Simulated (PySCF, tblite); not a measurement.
# C5H16AlNOSi: geometry, infrared bands, NMR shifts and electronic excitations

What infrared bands, NMR shifts and electronic excitations should C5H16AlNOSi (`C[N+]1(C)[AlH2-][CH2]C[C@@H]1O[SiH3]`) show?

Programs: tblite 0.8.0 and PySCF 2.14.0, with density-fitted response routines of our own. Each step states its level of theory. These are calculated values for one molecule in the gas phase, unless marked as measured. Atoms count from 0, in the outputs and in this text.

### 1 The starting structure

25 atoms, charge 0, multiplicity 1; geometry from: force field or distance geometry start.

Bonds of the start (Å): C0–N1 1.44, N1–C2 1.46, N1–Al3 1.93, Al3–C4 2.00, C4–C5 1.47, C5–C6 1.44, C6–O7 1.39, O7–Si8 1.72, C6–N1 1.40, C0–H9 1.13, C0–H10 1.12, C0–H11 1.09, C2–H12 1.14, C2–H13 1.10, C2–H14 1.09, Al3–H15 1.56, Al3–H16 1.58, C4–H17 1.12, C4–H18 1.11, C5–H19 1.11, C5–H20 1.14, C6–H21 1.13, Si8–H22 1.45, Si8–H23 1.47, Si8–H24 1.47.

### 2 Optimising the geometry with GFN2-xTB

Job settings and geometry (Å):

```
{"job": {"kind": "relax", "xc": "GFN2-xTB", "basis": "xTB"}, "charge": 0, "multiplicity": 1}
C     -0.787000    -1.431100    -1.034000
N     -0.663800    -0.429100    -0.002000
C     -1.241800    -0.995100     1.208300
Al    -1.724100     1.128200    -0.437500
C     -0.573000     2.219100     0.787400
C      0.685600     1.482600     0.646000
C      0.614700     0.130100     0.143600
O      1.265500     0.081200    -1.086200
Si     2.650700    -0.940500    -0.988000
H     -1.766300    -1.943600    -0.819900
H     -0.911000    -0.970100    -2.048500
H     -0.007900    -2.195400    -0.979800
H     -2.150200    -0.390200     1.524800
H     -0.485200    -1.012900     2.005100
H     -1.616100    -2.001100     1.011100
H     -1.562900     1.507000    -1.946300
H     -3.208400     0.970400     0.070300
H     -0.968100     2.130700     1.834400
H     -0.518900     3.285400     0.488100
H      1.390700     2.080500     0.023100
H      1.192900     1.477100     1.661900
H      1.232000    -0.530000     0.823300
H      2.775700    -1.639600    -2.251100
H      2.503200    -1.857200     0.155100
H      3.862700    -0.132300    -0.780100
```

Command:

```console
$ OMP_NUM_THREADS=1 python probes_run.py task.json out
```

This one command runs all jobs of the session in turn.

The log of the run:

```text
step      E/eV     max force
  0    -780.05236    4.658
  1    -780.70150    1.776
  2    -780.88948    1.154
  3    -781.02399    1.032
  4    -781.13498    0.582
  5    -781.20067    0.445
  6    -781.24087    0.518
  7    -781.27475    0.430
  8    -781.30279    0.366
  9    -781.32615    0.337
 10    -781.35003    0.316
 11    -781.37377    0.309
 12    -781.39448    0.340
 13    -781.41084    0.359
 14    -781.42419    0.268
 15    -781.43587    0.242
 16    -781.44509    0.177
 17    -781.45223    0.190
 18    -781.45971    0.252
 19    -781.46906    0.379
 20    -781.48057    0.406
 21    -781.49209    0.303
 22    -781.50146    0.189
 23    -781.50885    0.194
 24    -781.51492    0.226
 25    -781.51977    0.191
 26    -781.52321    0.118
 27    -781.52576    0.096
 28    -781.52829    0.108
 29    -781.53127    0.116
 30    -781.53439    0.139
 31    -781.53731    0.147
 32    -781.54014    0.126
 33    -781.54310    0.111
 34    -781.54606    0.113
 35    -781.54902    0.139
 36    -781.55242    0.148
 37    -781.55695    0.157
 38    -781.56257    0.193
 39    -781.56763    0.143
 40    -781.57118    0.111
 41    -781.57358    0.119
 42    -781.57547    0.220
 43    -781.57854    0.173
 44    -781.58326    0.069
 45    -781.58567    0.085
 46    -781.58796    0.103
 47    -781.59001    0.115
 48    -781.59309    0.118
 49    -781.59612    0.109
 50    -781.59916    0.128
 51    -781.60261    0.130
 52    -781.60635    0.115
 53    -781.60981    0.139
 54    -781.61272    0.126
 55    -781.61521    0.125
 56    -781.61737    0.129
 57    -781.61998    0.146
 58    -781.62298    0.151
 59    -781.62820    0.099
 60    -781.63032    0.101
 61    -781.63448    0.111
 62    -781.63745    0.151
 63    -781.64127    0.180
 64    -781.64525    0.153
 65    -781.64962    0.108
 66    -781.65535    0.130
 67    -781.65890    0.159
 68    -781.66398    0.131
 69    -781.66692    0.116
 70    -781.66958    0.142
 71    -781.67188    0.138
 72    -781.67459    0.135
 73    -781.67888    0.109
 74    -781.68091    0.112
 75    -781.68378    0.097
 76    -781.68582    0.097
 77    -781.68760    0.092
 78    -781.68922    0.114
 79    -781.69102    0.098
 80    -781.69335    0.135
 81    -781.69480    0.128
 82    -781.69692    0.103
 83    -781.70032    0.122
 84    -781.70243    0.096
 85    -781.70522    0.098
 86    -781.70754    0.081
 87    -781.71025    0.085
 88    -781.71231    0.083
 89    -781.71373    0.072
 90    -781.71491    0.076
 91    -781.71624    0.120
 92    -781.71809    0.116
 93    -781.72100    0.105
 94    -781.72257    0.096
 95    -781.72437    0.097
 96    -781.72693    0.109
 97    -781.73131    0.146
 98    -781.73758    0.214
 99    -781.74180    0.234
100    -781.74718    0.243
101    -781.75447    0.197
102    -781.76411    0.174
103    -781.77468    0.250
104    -781.78801    0.282
105    -781.78923    0.625
106    -781.80975    0.269
107    -781.82100    0.221
108    -781.83645    0.259
109    -781.84944    0.280
110    -781.86131    0.256
111    -781.86946    0.238
112    -781.87926    0.231
113    -781.89584    0.217
114    -781.90751    0.189
115    -781.91985    0.236
116    -781.92861    0.208
117    -781.93425    0.249
118    -781.94129    0.174
119    -781.94726    0.127
120    -781.95262    0.104
121    -781.95671    0.100
122    -781.95946    0.097
123    -781.96161    0.085
124    -781.96393    0.094
125    -781.96664    0.116
126    -781.96989    0.145
127    -781.97425    0.143
128    -781.97932    0.154
129    -781.98455    0.145
130    -781.98968    0.131
131    -781.99420    0.135
132    -781.99792    0.154
133    -782.00096    0.126
134    -782.00372    0.102
135    -782.00619    0.094
136    -782.00803    0.087
137    -782.00961    0.084
138    -782.01105    0.081
139    -782.01227    0.068
140    -782.01332    0.060
141    -782.01423    0.058
142    -782.01512    0.052
143    -782.01595    0.050
144    -782.01670    0.048
145    -782.01742    0.058
146    -782.01816    0.063
147    -782.01881    0.050
148    -782.01929    0.037
149    -782.01962    0.039
150    -782.01987    0.030
151    -782.02006    0.032
152    -782.02020    0.019
153    -782.02031    0.019
154    -782.02041    0.022
155    -782.02054    0.029
156    -782.02069    0.029
157    -782.02084    0.033
158    -782.02100    0.029
159    -782.02115    0.030
160    -782.02132    0.030
161    -782.02150    0.029
162    -782.02168    0.032
163    -782.02184    0.022
164    -782.02198    0.032
165    -782.02215    0.030
166    -782.02231    0.026
167    -782.02245    0.023
168    -782.02255    0.023
169    -782.02263    0.020
170    -782.02272    0.018
171    -782.02281    0.021
172    -782.02293    0.025
173    -782.02306    0.028
174    -782.02320    0.025
175    -782.02332    0.019
176    -782.02338    0.014
177    -782.02342    0.011
178    -782.02345    0.011
179    -782.02349    0.012
180    -782.02353    0.012
181    -782.02357    0.016
182    -782.02362    0.016
183    -782.02368    0.016
184    -782.02375    0.016
185    -782.02380    0.013
186    -782.02385    0.016
187    -782.02391    0.015
188    -782.02399    0.019
189    -782.02407    0.021
190    -782.02415    0.017
191    -782.02424    0.018
192    -782.02434    0.021
193    -782.02445    0.023
194    -782.02457    0.019
195    -782.02466    0.019
196    -782.02473    0.018
197    -782.02479    0.017
198    -782.02484    0.013
199    -782.02487    0.011
200    -782.02489    0.007
```

Run time: 1.8 s. Hardware: 1 thread of Arm Neoverse V2, shared host; peak memory 0.24 GiB.

Step by step: (not every step is listed)

| step | energy from step 0 (eV) | largest force (eV/Å) |
| --- | --- | --- |
| 0 | 0.0000 | 4.6579 |
| 1 | -0.6491 | 1.7759 |
| 2 | -0.8371 | 1.1538 |
| 3 | -0.9716 | 1.0317 |
| 4 | -1.0826 | 0.5817 |
| 5 | -1.1483 | 0.4449 |
| 6 | -1.1885 | 0.5175 |
| 7 | -1.2224 | 0.4299 |
| 8 | -1.2504 | 0.3665 |
| 26 | -1.4708 | 0.1178 |
| 44 | -1.5309 | 0.0694 |
| 62 | -1.5851 | 0.1510 |
| 80 | -1.6410 | 0.1355 |
| 98 | -1.6852 | 0.2138 |
| 116 | -1.8763 | 0.2083 |
| 134 | -1.9514 | 0.1024 |
| 152 | -1.9678 | 0.0193 |
| 170 | -1.9704 | 0.0182 |
| 188 | -1.9716 | 0.0192 |
| 195 | -1.9723 | 0.0190 |
| 196 | -1.9724 | 0.0177 |
| 197 | -1.9724 | 0.0166 |
| 198 | -1.9725 | 0.0127 |
| 199 | -1.9725 | 0.0107 |
| 200 | -1.9725 | 0.0069 |

Distances of close pairs at the start and the end, largest changes first:

| bond | before (Å) | after (Å) | change (Å) |
| --- | --- | --- | --- |
| N1–Al3 | 1.934 | 2.130 | +0.196 |
| O7–Si8 | 1.724 | 1.632 | -0.092 |
| C5–C6 | 1.445 | 1.527 | +0.082 |
| C4–C5 | 1.465 | 1.546 | +0.081 |
| N1–C6 | 1.403 | 1.456 | +0.052 |
| C2–H12 | 1.136 | 1.088 | -0.048 |
| C5–H20 | 1.136 | 1.090 | -0.045 |
| Al3–C4 | 2.004 | 2.048 | +0.044 |

The next job starts from the end point, and lists it.

### 3 Harmonic vibrations with GFN2-xTB

Job settings and geometry (Å):

```
{"job": {"kind": "ir", "xc": "GFN2-xTB", "basis": "xTB"}, "charge": 0, "multiplicity": 1}
C     -1.011282    -1.822768    -0.595351
N     -0.843416    -0.615530     0.196183
C     -1.584749    -0.716643     1.441490
Al    -1.173799     1.168347    -0.918931
C     -0.066734     2.097475     0.532063
C      0.739604     0.967358     1.211415
C      0.565298    -0.289007     0.361679
O      0.976860     0.017252    -0.934524
Si     2.483588    -0.122147    -1.546874
H     -2.065557    -1.930507    -0.845020
H     -0.453705    -1.723079    -1.524224
H     -0.666733    -2.712656    -0.055039
H     -2.578804    -1.100258     1.220368
H     -1.702887     0.276165     1.870525
H     -1.089522    -1.384041     2.155309
H     -0.796426     1.166014    -2.428343
H     -2.713712     0.986998    -0.670854
H     -0.608744     2.661898     1.302217
H      0.640368     2.828800     0.114949
H      1.810570     1.187299     1.244443
H      0.417389     0.772371     2.234770
H      1.139393    -1.148102     0.763387
H      2.218147     0.120198    -2.951662
H      2.942159    -1.486627    -1.245825
H      3.411760     0.825333    -0.923019
```

The log of the run:

```text
mode    cm-1     km/mol
  1      49.5      0.94
  2      68.6      2.18
  3      98.1      0.11
  4     111.4      0.34
  5     132.8      1.77
  6     168.0      3.17
  7     198.1      0.54
  8     207.7      0.59
  9     223.4      6.72
 10     241.9      6.70
 11     301.2      1.80
 12     334.9     20.66
 13     396.6      6.68
 14     407.6      4.29
 15     416.7      7.99
 16     481.2     30.59
 17     487.5      7.87
 18     534.0     19.41
 19     592.7    236.30
 20     602.7     54.72
 21     613.6     13.26
 22     637.8    172.49
 23     710.7    213.86
 24     732.6    339.42
 25     786.1    214.98
 26     811.1     89.96
 27     825.1    289.99
 28     831.8    464.89
 29     890.4     51.27
 30     913.0     11.16
 31     968.0     50.06
 32    1027.2     18.13
 33    1033.2      7.78
 34    1047.4     96.55
 35    1075.3     35.43
 36    1113.2     44.51
 37    1144.1     37.37
 38    1157.5     83.35
 39    1183.7     11.97
 40    1215.2      2.27
 41    1225.3     10.08
 42    1264.8      4.09
 43    1288.0     14.00
 44    1307.3     39.18
 45    1323.4     23.30
 46    1399.2      1.01
 47    1419.0      5.24
 48    1457.8      1.60
 49    1467.7      6.86
 50    1475.5      4.75
 51    1482.7      0.28
 52    1489.9     18.31
 53    1507.4      6.83
 54    1660.2    539.34
 55    1719.3    304.61
 56    2194.3    324.41
 57    2240.3    187.68
 58    2381.8    192.17
 59    2756.6    131.21
 60    2872.0     52.21
 61    2905.8     37.74
 62    2917.2     43.78
 63    2929.6     67.43
 64    2946.5     72.10
 65    2984.4     50.15
 66    3015.5      9.81
 67    3023.2     12.36
 68    3030.6     10.82
 69    3033.5     15.21
```

Wall time 1.2 s (1 thread of Arm Neoverse V2, shared host); peak memory 0.24 GiB.

Which atoms move in the most intense modes:

| cm⁻¹ | km/mol | atoms |
| --- | --- | --- |
| 593 | 236.3 | H15 25 %, H16 22 %, C5 10 % |
| 733 | 339.4 | H22 55 %, H23 22 %, H24 11 % |
| 786 | 215.0 | H24 40 %, H23 29 %, H22 20 % |
| 825 | 290.0 | H23 45 %, H24 38 % |
| 832 | 464.9 | H15 48 %, H16 34 % |
| 1660 | 539.3 | H16 90 % |
| 1719 | 304.6 | H15 90 % |
| 2194 | 324.4 | H23 88 % |

### 4 Relaxing the molecule at PBE0-D3(BJ)/def2-SVP

Job settings and geometry (Å):

```
{"job": {"xc": "PBE0", "basis": "def2-SVP", "d3": "d3bj", "grid": 1, "shake": 0.01, "kind": "geom"}, "charge": 0, "multiplicity": 1}
C     -0.990870    -1.848320    -0.591170
N     -0.849090    -0.620060     0.194030
C     -1.604950    -0.718960     1.432840
Al    -1.140570     1.170600    -0.922460
C     -0.069550     2.090790     0.521510
C      0.735700     0.972180     1.209030
C      0.574880    -0.291010     0.361920
O      0.992320     0.022700    -0.939580
Si     2.481760    -0.116740    -1.527520
H     -2.068250    -1.932940    -0.835000
H     -0.462570    -1.726000    -1.515400
H     -0.660930    -2.711740    -0.048340
H     -2.607090    -1.090040     1.210770
H     -1.719570     0.278930     1.877530
H     -1.093970    -1.394810     2.155570
H     -0.796950     1.180070    -2.420870
H     -2.711770     0.998110    -0.672910
H     -0.618000     2.667740     1.308040
H      0.638220     2.820970     0.117240
H      1.785630     1.194200     1.249360
H      0.401000     0.772980     2.225130
H      1.146970    -1.168440     0.754240
H      2.225240     0.131760    -2.973240
H      2.937180    -1.483350    -1.251920
H      3.427670     0.813420    -0.919470
```

The log of the run:

```text
step   0  E = -861.05507920  max force = 0.039069
step   1  E = -861.07110268  max force = 0.008438
step   2  E = -861.07378791  max force = 0.007211
step   3  E = -861.07682093  max force = 0.005558
step   4  E = -861.07746393  max force = 0.004499
step   5  E = -861.07791472  max force = 0.002677
step   6  E = -861.07812072  max force = 0.002665
step   7  E = -861.07857443  max force = 0.003273
step   8  E = -861.07883972  max force = 0.002747
step   9  E = -861.07910343  max force = 0.001502
step  10  E = -861.07920247  max force = 0.000907
step  11  E = -861.07923567  max force = 0.000629
step  12  E = -861.07925617  max force = 0.000678
step  13  E = -861.07925894  max force = 0.000465
step  14  E = -861.07925805  max force = 0.000371
optimisation converged
```

Run time: 6 min. Hardware: 1 thread of Arm Neoverse V2, shared host; peak memory 1.1 GiB.

Along the way:

| step | energy from step 0 (eV) | largest force component (eV/Å) |
| --- | --- | --- |
| 0 | 0.0000 | 2.0090 |
| 1 | -0.4360 | 0.4339 |
| 2 | -0.5091 | 0.3708 |
| 3 | -0.5916 | 0.2858 |
| 4 | -0.6091 | 0.2313 |
| 5 | -0.6214 | 0.1377 |
| 6 | -0.6270 | 0.1370 |
| 7 | -0.6393 | 0.1683 |
| 8 | -0.6466 | 0.1413 |
| 9 | -0.6537 | 0.0772 |
| 10 | -0.6564 | 0.0466 |
| 11 | -0.6573 | 0.0323 |
| 12 | -0.6579 | 0.0349 |
| 13 | -0.6580 | 0.0239 |
| 14 | -0.6579 | 0.0191 |

Distances of close pairs at the start and the end, largest changes first:

| bond | before (Å) | after (Å) | change (Å) |
| --- | --- | --- | --- |
| O7–Si8 | 1.607 | 1.675 | +0.068 |
| Al3–H15 | 1.537 | 1.605 | +0.067 |
| C5–H19 | 1.074 | 1.108 | +0.034 |
| C0–H11 | 1.072 | 1.105 | +0.033 |
| N1–Al3 | 2.130 | 2.098 | -0.033 |
| Si8–H24 | 1.459 | 1.491 | +0.032 |
| Si8–H23 | 1.467 | 1.496 | +0.029 |
| C0–H10 | 1.072 | 1.094 | +0.022 |

The end geometry stands in the next job.

| at the end point | value |
| --- | --- |
| point group (found at 0.08 Å tolerance) | C1 |
| rotational constants (GHz, main isotopes) | 1.633, 0.897, 0.774 |
| dipole moment (D) | 4.71 |

### 5 Nuclear shieldings: PBE0/pcSseg-1

Job settings and geometry (Å):

```
{"job": {"kind": "nmr", "xc": "PBE0", "basis": "pcSseg-1"}, "charge": 0, "multiplicity": 1}
C     -1.196899    -1.717263    -0.771458
N     -0.914146    -0.599919     0.138268
C     -1.594774    -0.823615     1.419172
Al    -1.497524     1.266527    -0.620454
C      0.117293     2.069031     0.261416
C      0.790579     0.932716     1.038480
C      0.547245    -0.409640     0.353455
O      1.130761    -0.455608    -0.907665
Si     2.722055    -0.113319    -1.303934
H     -2.281473    -1.770063    -0.936496
H     -0.696812    -1.546881    -1.729334
H     -0.851066    -2.673338    -0.339360
H     -2.661917    -0.993448     1.230968
H     -1.509937     0.058254     2.065125
H     -1.171250    -1.701378     1.939616
H     -1.504372     1.101049    -2.216684
H     -2.935333     1.454787     0.081423
H     -0.099683     2.915396     0.931297
H      0.799162     2.456676    -0.514187
H      1.886620     1.049492     1.146308
H      0.417188     0.876144     2.072990
H      0.918110    -1.258013     0.969994
H      2.887932    -0.598050    -2.698798
H      3.636955    -0.852902    -0.379954
H      3.018933     1.345718    -1.220672
```

Method: GIAO PBE0/pcSseg-1 NMR shielding, non-relativistic, gas phase.

The log of the run:

```text
coarse grid: 20752 points
cycle   1  E = -861.2226368857  dE =  7.506e-01  |g| = 7.522e-01  |ddm| = 4.290e+00
cycle   2  E = -861.0903391494  dE =  1.323e-01  |g| = 1.127e+00  |ddm| = 1.588e+00
cycle   3  E = -861.3367104378  dE = -2.464e-01  |g| = 1.216e-01  |ddm| = 1.068e+00
cycle   4  E = -861.3391372095  dE = -2.427e-03  |g| = 5.141e-02  |ddm| = 1.467e-01
cycle   5  E = -861.3397430271  dE = -6.058e-04  |g| = 8.637e-03  |ddm| = 5.121e-02
cycle   6  E = -861.3397591591  dE = -1.613e-05  |g| = 2.655e-03  |ddm| = 1.048e-02
cycle   7  E = -861.3397608543  dE = -1.695e-06  |g| = 6.263e-04  |ddm| = 2.832e-03
final grid: 188008 points
cycle   8  E = -861.4025221202  dE = -4.953e-05  |g| = 1.084e-02  |ddm| = 3.801e-02
cycle   9  E = -861.4025014391  dE =  2.068e-05  |g| = 1.485e-02  |ddm| = 1.995e-02
cycle  10  E = -861.4025475847  dE = -4.615e-05  |g| = 1.575e-03  |ddm| = 1.216e-02
cycle  11  E = -861.4025480634  dE = -4.788e-07  |g| = 2.694e-04  |ddm| = 1.419e-03
cycle  12  E = -861.4025480772  dE = -1.379e-08  |g| = 8.462e-05  |ddm| = 3.042e-04
cycle  13  E = -861.4025480786  dE = -1.403e-09  |g| = 3.228e-05  |ddm| = 9.876e-05
cycle  14  E = -861.4025480789  dE = -2.358e-10  |g| = 4.784e-06  |ddm| = 3.078e-05
converged SCF energy = -861.4025480789

GIAO shielding tensors (ppm)
atom      isotropic    diamagn.    paramagn.     s11        s22        s33       span
  0 C      142.231     246.636    -104.405    120.236    127.386    179.071     58.835
  1 N      198.080     323.987    -125.908    167.112    188.749    238.378     71.267
  2 C      139.577     247.544    -107.967    117.211    124.513    177.007     59.796
  3 Al     393.553     796.071    -402.517    378.041    392.177    410.442     32.402
  4 C      186.724     250.577     -63.852    173.906    181.840    204.427     30.521
  5 C      152.252     250.219     -97.966    130.600    153.858    172.299     41.699
  6 C       86.658     246.008    -159.350     76.127     78.649    105.198     29.070
  7 O      283.950     401.560    -117.610    260.836    269.910    321.103     60.267
  8 Si     387.927     879.666    -491.739    343.377    355.025    465.378    122.001
  9 H       28.928      29.912      -0.984     24.361     26.670     35.753     11.392
 10 H       27.715      30.825      -3.110     22.333     27.594     33.218     10.885
 11 H       29.577      30.225      -0.648     25.986     26.293     36.452     10.467
 12 H       28.832      30.116      -1.284     24.857     25.839     35.800     10.942
 13 H       28.720      31.228      -2.509     23.506     27.802     34.851     11.345
 14 H       29.624      30.506      -0.882     25.798     26.704     36.369     10.572
 15 H       27.113      30.536      -3.423     24.135     25.390     31.813      7.678
 16 H       27.180      30.510      -3.330     23.837     25.707     31.995      8.159
 17 H       31.161      30.111       1.051     26.363     27.554     39.568     13.205
 18 H       30.934      31.891      -0.956     25.807     29.351     37.645     11.838
 19 H       29.231      32.648      -3.417     25.376     27.273     35.045      9.669
 20 H       29.436      33.107      -3.671     25.250     28.072     34.986      9.736
 21 H       27.612      34.226      -6.614     24.513     27.720     30.604      6.092
 22 H       26.449      28.670      -2.221     22.780     24.538     32.028      9.247
 23 H       26.473      29.085      -2.612     23.152     24.260     32.007      8.855
 24 H       26.260      29.516      -3.256     22.062     25.622     31.096      9.034
```

Run time: 51 s. Hardware: 1 thread of Arm Neoverse V2, shared host; peak memory 1.4 GiB.

The references, computed at this level on geometries of the same kind, shield at (ppm): 1H TMS 31.27, 13C TMS 184.4, 29Si TMS 352.0, 15N NH3 265.7, 17O H2O 334.6, 27Al AlH4- 489.3. Their shielding less the atom's gives the shift. The references are single molecules in the gas phase, so shifts against H2O, NH3, PH3, H3PO4 or CFCl3 are not on the usual liquid scales and can be off by tens of ppm. Shifts against hydride references such as AlH4− lie on their own scale. Atoms listed in one row are averaged.

| atoms | environment | σ (ppm) | δ (ppm) |
| --- | --- | --- | --- |
| C6 | sp3 CH bonded to N and O | 86.7 | 97.8 |
| C2 | methyl carbon bonded to N | 139.6 | 44.8 |
| C0 | methyl carbon bonded to N | 142.2 | 42.2 |
| C5 | sp3 CH2 in a ring | 152.3 | 32.2 |
| C4 | sp3 CH2 bonded to Al | 186.7 | -2.3 |
| H22, H23, H24 | hydrogen on a silicon bonded to O | 26.39 | 4.87 |
| H15 | hydrogen on an aluminium bonded to C, N, in a 5-membered ring | 27.11 | 4.15 |
| H16 | hydrogen on an aluminium bonded to C, N, in a 5-membered ring | 27.18 | 4.09 |
| H21 | hydrogen on an sp3 CH bonded to N and O | 27.61 | 3.65 |
| H9, H10, H11 | hydrogen on a methyl carbon bonded to N | 28.74 | 2.53 |
| H12, H13, H14 | hydrogen on a methyl carbon bonded to N | 29.06 | 2.21 |
| H19 | hydrogen on an sp3 CH2 in a ring | 29.23 | 2.04 |
| H20 | hydrogen on an sp3 CH2 in a ring | 29.44 | 1.83 |
| H18 | hydrogen on an sp3 CH2 bonded to Al | 30.93 | 0.33 |
| H17 | hydrogen on an sp3 CH2 bonded to Al | 31.16 | 0.11 |
| N1 | donor nitrogen of a Lewis adduct | 198.1 | 67.6 |
| Al3 | aluminium bonded to C, N, 2 H, in a 5-membered ring | 393.6 | 95.7 |
| O7 | oxygen bonded to C, Si | 283.9 | 50.6 |
| Si8 | silicon bonded to O, 3 H | 387.9 | -35.9 |

Charges from the same density, by scheme (e):

| atoms | Mulliken | IAO | Hirshfeld | ESP fit |
| --- | --- | --- | --- | --- |
| C0 | -0.08 | -0.30 | -0.06 | -0.43 |
| N1 | -0.78 | -0.20 | -0.03 | 0.08 |
| C2 | -0.10 | -0.30 | -0.05 | -0.52 |
| Al3 | 0.77 | 0.57 | 0.32 | 0.62 |
| C4 | -0.57 | -0.62 | -0.23 | -0.33 |
| C5 | -0.24 | -0.26 | -0.08 | -0.15 |
| C6 | 0.30 | 0.19 | 0.10 | -0.04 |
| O7 | -0.66 | -0.62 | -0.19 | -0.29 |
| Si8 | 0.67 | 0.83 | 0.39 | 0.47 |

Mayer bond orders: C0–N1 0.91, N1–C2 0.91, N1–Al3 0.32, Al3–C4 0.77, C4–C5 1.01, C5–C6 1.03, C6–O7 0.88, O7–Si8 0.87, C6–N1 0.82.

Ring of atoms N1, Al3, C4, C5, C6: NICS(0) -4.9, NICS(1) -3.5, NICS(1)zz -2.9 ppm (means of both faces). The ring holds saturated atoms, so no π current runs round it: these values come from its σ bonds, any local π bonds and neighbouring rings, and say nothing of aromaticity.

(Part 1 of 2 ends here.)
